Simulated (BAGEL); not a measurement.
# GaH2O (SMILES [O][GaH2]): CASPT2(11,10)/6-31G(d) (density fitting with qzvpp-jkfit, spherical functions)

What is the vertical doublet–quartet gap of GaH2O at CASPT2(11,10)/6-31G* (density fitting with qzvpp-jkfit, spherical functions)? 

The results are computed with BAGEL 1.2.2.

11 further runs of the same task are left out: 6 that didn't finish, 5 set aside as unsound or not needed.

**1. The structure to begin with**

GaH2O: 4 atoms, total charge 0, spin state doublet. SMILES: `[O][GaH2]`. The coordinates come from a PBE0-D4/def2-TZVP relaxation.

Bond lengths: O1–Ga2 1.794 Å, Ga2–H3 1.556 Å, Ga2–H4 1.556 Å. Angles: O1–Ga2–H3 114.9°, O1–Ga2–H4 114.9°, H3–Ga2–H4 130.2°.

**2. The energy at CASPT2(11,10)/6-31G(d) (density fitting with qzvpp-jkfit, spherical functions)**

The input, calc.json:

```json
{ "bagel" : [

{
  "title" : "molecule",
  "basis" : "6-31gs.json",
  "df_basis" : "qzvpp-jkfit",
  "angstrom" : true,
  "geometry" : [
    { "atom" : "O", "xyz" : [      -0.885700,      -0.494600,       1.322100 ] },
    { "atom" : "Ga", "xyz" : [       0.078800,       0.019500,      -0.100900 ] },
    { "atom" : "H", "xyz" : [      -0.675200,      -0.040800,      -1.460300 ] },
    { "atom" : "H", "xyz" : [       1.537600,       0.455600,       0.218700 ] }
  ]
},

{
  "title" : "hf",
  "charge" : 1
},

{
  "title" : "casscf",
  "nstate" : 1,
  "nact" : 10,
  "nclosed" : 15,
  "nspin" : 1,
  "maxiter" : 200,
  "natocc" : true
},

{
  "title" : "print",
  "file" : "orbitals.molden",
  "orbitals" : true
},

{
  "title" : "smith",
  "method" : "caspt2",
  "ms" : true,
  "xms" : true,
  "sssr" : true,
  "shift" : 0.0,
  "ncore" : 10
}

]}
```

The basis set 6-31G* is read from a file made from the Basis Set Exchange's data (not shown).

The run is started by

```console
$ BAGEL_NUM_THREADS=1 BAGEL calc.json > calc.out
```

Output:

```text
* using 1 threads per process

  ===============================================================
  ===============================================================

  *** Geometry ***

  { "atom" : "O", "xyz" : [     -1.673730,     -0.934659,      2.498407 ] },
  { "atom" : "Ga", "xyz" : [      0.148910,      0.036850,     -0.190673 ] },
  { "atom" : "H", "xyz" : [     -1.275943,     -0.077101,     -2.759567 ] },
  { "atom" : "H", "xyz" : [      2.905643,      0.860959,      0.413283 ] },

  Number of auxiliary basis functions:      379

  Since a DF basis is specified, we compute 2- and 3-index integrals:
    o Being stored without compression. Storage requirement is 0.008 GB

  Number of basis functions:       50
  Number of electrons      :       41

    * METHOD: MOLECULE                             0.12

  *** RHF ***

  === Nuclear Repulsion ===
    97.4124220570

      * DIIS with orbital gradients will be used.

  === RHF iteration (6-31gs.json) ===
      0      -1997.69451111          0.04743651           0.02
      1      -1994.94709923          0.10733808           0.02
      2      -1998.38048728          0.01279230           0.02
      3      -1998.42587374          0.01286803           0.02
      4      -1998.45355840          0.00918930           0.02
      5      -1998.47419937          0.00341579           0.02
      6      -1998.47720427          0.00030179           0.02
      7      -1998.47723898          0.00007753           0.02
      8      -1998.47724246          0.00002729           0.02
      9      -1998.47724309          0.00000464           0.02
     10      -1998.47724311          0.00000080           0.02
     11      -1998.47724311          0.00000010           0.02
     12      -1998.47724311          0.00000002           0.02
     13      -1998.47724311          0.00000001           0.02
     14      -1998.47724311          0.00000001           0.02
     15      -1998.47724311          0.00000001           0.02
    * SCF iteration converged.

    * Permanent dipole moment:
           (    0.049963,     0.026685,    -0.073757) a.u.

    * METHOD: HF                                   0.45

  ---------------------------
      CASSCF calculation
  ---------------------------

    * nstate   :      1
    * nclosed  :     15
    * nact     :     10
    * nvirt    :     25
  === CASSCF iteration (6-31gs.json) ===

    * Using the second-order algorithm

      0  0     -1998.89293833     2.00e-02      0.97

      1  0     -1998.93855898     1.53e-03      1.15

      2  0     -1998.99913352     5.70e-03     10.67

      3  0     -1999.02090397     1.12e-03      1.33

      4  0     -1999.02524909     5.09e-04      1.23

      5  0     -1999.02733368     3.94e-04      1.32

      6  0     -1999.02770551     2.12e-04      1.39

      7  0     -1999.02773256     1.00e-04      1.40

      8  0     -1999.02773681     4.90e-05      1.34

      9  0     -1999.02773793     2.45e-05      1.29

     10  0     -1999.02773837     1.28e-05      1.28

     11  0     -1999.02773859     7.30e-06      1.28

     12  0     -1999.02773871     4.62e-06      1.28

     13  0     -1999.02773879     3.21e-06      1.29

     14  0     -1999.02773883     2.37e-06      1.27

     15  0     -1999.02773886     1.81e-06      1.28

     16  0     -1999.02773888     1.40e-06      1.28

     17  0     -1999.02773889     1.09e-06      1.28

     18  0     -1999.02773890     8.54e-07      1.29

     19  0     -1999.02773890     6.70e-07      1.28

     20  0     -1999.02773890     5.25e-07      1.27

     21  0     -1999.02773891     4.12e-07      1.26

     22  0     -1999.02773891     3.23e-07      1.29

     23  0     -1999.02773891     2.54e-07      1.28

     24  0     -1999.02773891     1.99e-07      1.29

     25  0     -1999.02773891     1.57e-07      1.28

     26  0     -1999.02773891     1.23e-07      1.27

     27  0     -1999.02773891     9.65e-08      1.27

     28  0     -1999.02773891     7.58e-08      1.28

     29  0     -1999.02773891     5.95e-08      1.26

     30  0     -1999.02773891     4.68e-08      1.26

     31  0     -1999.02773891     3.67e-08      1.27

     32  0     -1999.02773891     2.88e-08      1.26

     33  0     -1999.02773891     2.26e-08      1.25

     34  0     -1999.02773891     1.78e-08      1.26

     35  0     -1999.02773891     1.40e-08      1.26

     36  0     -1999.02773891     1.10e-08      1.25

     37  0     -1999.02773891     8.60e-09      1.24

    * Second-order optimization converged. *

     guess   0:   closed 11111.....           open .....1....

  === FCI iteration ===

      0  0     -1998.93572828     1.86e-03      0.05
      1  0     -1999.01546910     7.17e-04      0.05
      2  0     -1999.02549619     3.05e-04      0.05
      3  0     -1999.02738717     1.28e-04      0.05
      4  0     -1999.02766801     4.66e-05      0.05
      5  0     -1999.02772273     2.01e-05      0.05
      6  0     -1999.02773465     1.22e-05      0.05
      7  0     -1999.02773795     6.21e-06      0.05
      8  0     -1999.02773875     2.62e-06      0.05
      9  0     -1999.02773888     1.20e-06      0.05
     10  0     -1999.02773890     4.80e-07      0.05
     11  0     -1999.02773891     1.81e-07      0.05
     12  0     -1999.02773891     6.15e-08      0.05
     13  0     -1999.02773891     1.98e-08      0.05
     14  0     -1999.02773891     7.60e-09      0.05
     15  0     -1999.02773891     3.59e-09      0.05
     16  0     -1999.02773891     1.70e-09      0.05
     17  0     -1999.02773891     7.39e-10      0.05
     18  0     -1999.02773891     3.04e-10      0.05
     19  0     -1999.02773891     1.17e-10      0.05
    ** throwing out 1 trial vectors **
     20  0 *   -1999.02773891     4.22e-11      0.05

     * ci vector, state   0, <S^2> = 0.7500
       22222a....     0.9740167899
       222.2a.2..     0.0755004763
       2222.a2...     0.0574810766
       22.22a2...     0.0504280030

    * METHOD: CASSCF                              58.88

    * METHOD: PRINT                                0.01

  === SMITH program ===

    * freezing 10 orbitals

    * Approximate memory requirement for SMITH calulation per MPI process:
      o Storage requirement for T-amplitude, lambda, and residual is 0.00 GB
      o Storage requirement for MO integrals is 0.00 GB
    * Calculating and saving rdm4f

    * Zeroth order energy : state  0       -6.8179808360

    * CASPT2 iteration is performed using redundant basis

      ---- iteration ----

        0    -0.30342269     0.00912102      0.25
        1    -0.30555633     0.00157095      0.25
        2    -0.30565699     0.00026978      0.25
        3    -0.30566016     0.00006127      0.25
        4    -0.30566034     0.00001133      0.25
        5    -0.30566034     0.00000260      0.25
        6    -0.30566034     0.00000047      0.26

      -------------------

    * CASPT2 energy : state  0    -1999.3333992534
        reference weight              0.9390190544

    * METHOD: SMITH                               14.53

  ===============================================================
```

It took 74 s on 1 thread of Arm Neoverse V1, shared host; peak memory 6.1 GiB.

**3. The quartet**

The input, caspt2.json:

```json
{ "bagel" : [

{
  "title" : "molecule",
  "basis" : "6-31gs.json",
  "df_basis" : "qzvpp-jkfit",
  "angstrom" : "true",
  "geometry" : [
    { "atom" : "O", "xyz" : [      -0.885700,      -0.494600,       1.322100 ] },
    { "atom" : "Ga", "xyz" : [       0.078800,       0.019500,      -0.100900 ] },
    { "atom" : "H", "xyz" : [      -0.675200,      -0.040800,      -1.460300 ] },
    { "atom" : "H", "xyz" : [       1.537600,       0.455600,       0.218700 ] }
  ]
},

{
  "title" : "hf",
  "charge" : 1
},

{
  "title" : "casscf",
  "nstate" : 1,
  "nact" : 10,
  "nclosed" : 15,
  "nspin" : 3,
  "maxiter" : 200,
  "natocc" : "true"
},

{
  "title" : "print",
  "file" : "orbitals.molden",
  "orbitals" : "true"
},

{
  "title" : "smith",
  "method" : "caspt2",
  "ms" : "true",
  "xms" : "true",
  "sssr" : "true",
  "shift" : 0.0,
  "ncore" : 10
}

]}
```

The basis set 6-31G* is read from a file made from the Basis Set Exchange's data (not shown).

The run is started by

```console
$ BAGEL_NUM_THREADS=1 BAGEL caspt2.json > caspt2.out
```

Output:

```text
* using 1 threads per process

  ===============================================================
  ===============================================================

  *** Geometry ***

  { "atom" : "O", "xyz" : [     -1.673730,     -0.934659,      2.498407 ] },
  { "atom" : "Ga", "xyz" : [      0.148910,      0.036850,     -0.190673 ] },
  { "atom" : "H", "xyz" : [     -1.275943,     -0.077101,     -2.759567 ] },
  { "atom" : "H", "xyz" : [      2.905643,      0.860959,      0.413283 ] },

  Number of auxiliary basis functions:      379

  Since a DF basis is specified, we compute 2- and 3-index integrals:
    o Being stored without compression. Storage requirement is 0.008 GB

  Number of basis functions:       50
  Number of electrons      :       41

    * METHOD: MOLECULE                             0.12

  *** RHF ***

  === Nuclear Repulsion ===
    97.4124220570

      * DIIS with orbital gradients will be used.

  === RHF iteration (6-31gs.json) ===
      0      -1997.69451111          0.04743651           0.02
      1      -1994.94709923          0.10733808           0.02
      2      -1998.38048728          0.01279230           0.02
      3      -1998.42587374          0.01286803           0.02
      4      -1998.45355840          0.00918930           0.02
      5      -1998.47419937          0.00341579           0.02
      6      -1998.47720427          0.00030179           0.02
      7      -1998.47723898          0.00007753           0.02
      8      -1998.47724246          0.00002729           0.02
      9      -1998.47724309          0.00000464           0.02
     10      -1998.47724311          0.00000080           0.02
     11      -1998.47724311          0.00000010           0.02
     12      -1998.47724311          0.00000002           0.02
     13      -1998.47724311          0.00000001           0.02
     14      -1998.47724311          0.00000001           0.02
     15      -1998.47724311          0.00000001           0.02
    * SCF iteration converged.

    * Permanent dipole moment:
           (    0.049963,     0.026685,    -0.073757) a.u.

    * METHOD: HF                                   0.45

  ---------------------------
      CASSCF calculation
  ---------------------------

    * nstate   :      1
    * nclosed  :     15
    * nact     :     10
    * nvirt    :     25
  === CASSCF iteration (6-31gs.json) ===

    * Using the second-order algorithm

      0  0     -1998.72484242     1.71e-02      0.57

      1  0     -1998.78015464     4.91e-03      0.55

      2  0     -1998.80603494     1.65e-03      0.50

      3  0     -1998.81613788     8.49e-04      0.50

      4  0     -1998.81844130     3.22e-04      0.51

      5  0     -1998.81972050     1.94e-04      0.52

      6  0     -1998.81997411     8.52e-05      0.54

      7  0     -1998.81999233     3.83e-05      0.54

      8  0     -1998.81999526     1.78e-05      0.55

      9  0     -1998.81999583     8.25e-06      0.53

     10  0     -1998.81999594     3.98e-06      0.54

     11  0     -1998.81999597     2.09e-06      0.55

     12  0     -1998.81999598     1.24e-06      0.54

     13  0     -1998.81999598     8.23e-07      0.53

     14  0     -1998.81999598     5.82e-07      0.55

     15  0     -1998.81999598     4.25e-07      0.54

     16  0     -1998.81999598     3.14e-07      0.53

     17  0     -1998.81999598     2.34e-07      0.53

     18  0     -1998.81999598     1.75e-07      0.54

     19  0     -1998.81999598     1.31e-07      0.53

     20  0     -1998.81999598     9.79e-08      0.53

     21  0     -1998.81999598     7.33e-08      0.54

     22  0     -1998.81999598     5.49e-08      0.52

     23  0     -1998.81999598     4.11e-08      0.53

     24  0     -1998.81999598     3.08e-08      0.52

     25  0     -1998.81999598     2.31e-08      0.53

     26  0     -1998.81999598     1.73e-08      0.53

     27  0     -1998.81999598     1.30e-08      0.52

     28  0     -1998.81999598     9.71e-09      0.52

    * Second-order optimization converged. *

     guess   0:   closed 1111......           open ....111...

  === FCI iteration ===

      0  0     -1998.74556993     1.99e-03      0.01
      1  0     -1998.80649251     8.06e-04      0.01
      2  0     -1998.81790934     3.16e-04      0.01
      3  0     -1998.81931783     1.42e-04      0.01
      4  0     -1998.81969983     1.08e-04      0.01
      5  0     -1998.81985904     8.53e-05      0.01
      6  0     -1998.81996018     4.81e-05      0.01
      7  0     -1998.81998905     2.33e-05      0.01
      8  0     -1998.81999436     1.08e-05      0.01
      9  0     -1998.81999569     4.77e-06      0.01
     10  0     -1998.81999592     2.01e-06      0.01
     11  0     -1998.81999596     1.06e-06      0.01
     12  0     -1998.81999597     5.19e-07      0.01
     13  0     -1998.81999598     2.67e-07      0.01
     14  0     -1998.81999598     1.43e-07      0.01
     15  0     -1998.81999598     8.31e-08      0.01
     16  0     -1998.81999598     5.00e-08      0.01
     17  0     -1998.81999598     2.93e-08      0.01
     18  0     -1998.81999598     1.55e-08      0.01
     19  0     -1998.81999598     6.47e-09      0.01
    ** throwing out 1 trial vectors **
     20  0     -1998.81999598     2.92e-09      0.01
    ** throwing out 1 trial vectors **
     21  0     -1998.81999598     1.69e-09      0.01
    ** throwing out 1 trial vectors **
     22  0     -1998.81999598     9.34e-10      0.01
    ** throwing out 1 trial vectors **
     23  0     -1998.81999598     4.88e-10      0.01
    ** throwing out 1 trial vectors **
     24  0     -1998.81999598     2.46e-10      0.01
    ** throwing out 1 trial vectors **
     25  0     -1998.81999598     1.19e-10      0.01
    ** throwing out 1 trial vectors **
     26  0 *   -1998.81999598     6.52e-11      0.01

     * ci vector, state   0, <S^2> = 3.7500
       2222aaa...    -0.9640936229
       222abaa.a.     0.0814263965
       22ba2aaa..    -0.0802019946
       222.aaa2..    -0.0616376004
       22ab2aaa..    -0.0612304412
       22.2aaa2..    -0.0559433316

    * METHOD: CASSCF                              15.88

    * METHOD: PRINT                                0.01

  === SMITH program ===

    * freezing 10 orbitals

    * Approximate memory requirement for SMITH calulation per MPI process:
      o Storage requirement for T-amplitude, lambda, and residual is 0.00 GB
      o Storage requirement for MO integrals is 0.00 GB
    * Calculating and saving rdm4f

    * Zeroth order energy : state  0       -6.9900441781

    * CASPT2 iteration is performed using redundant basis

      ---- iteration ----

        0    -0.32249754     0.00765631      0.26
        1    -0.32397068     0.00103038      0.25
        2    -0.32402218     0.00016837      0.26
        3    -0.32402338     0.00002957      0.26
        4    -0.32402342     0.00000524      0.26
        5    -0.32402342     0.00000086      0.26

      -------------------

    * CASPT2 energy : state  0    -1999.1440193963
        reference weight              0.9248865652

    * METHOD: SMITH                               10.53

  ===============================================================
```

Wall time 27 s (1 thread of Arm Neoverse V1, shared host); peak memory 3 GiB.

**4. Summary of results**

At CASPT2(11,10)/6-31G* (density fitting with qzvpp-jkfit, spherical functions), 10 core orbitals frozen:

| quantity | value |
| --- | --- |
| doublet: total energy | -1999.33340 Eh |
| quartet: total energy | -1999.14402 Eh |
| vertical energy of the quartet above the doublet | 5.153 eV |

**Reading.** At this shape the quartet lies 5.15 eV (497 kJ/mol) above the doublet.
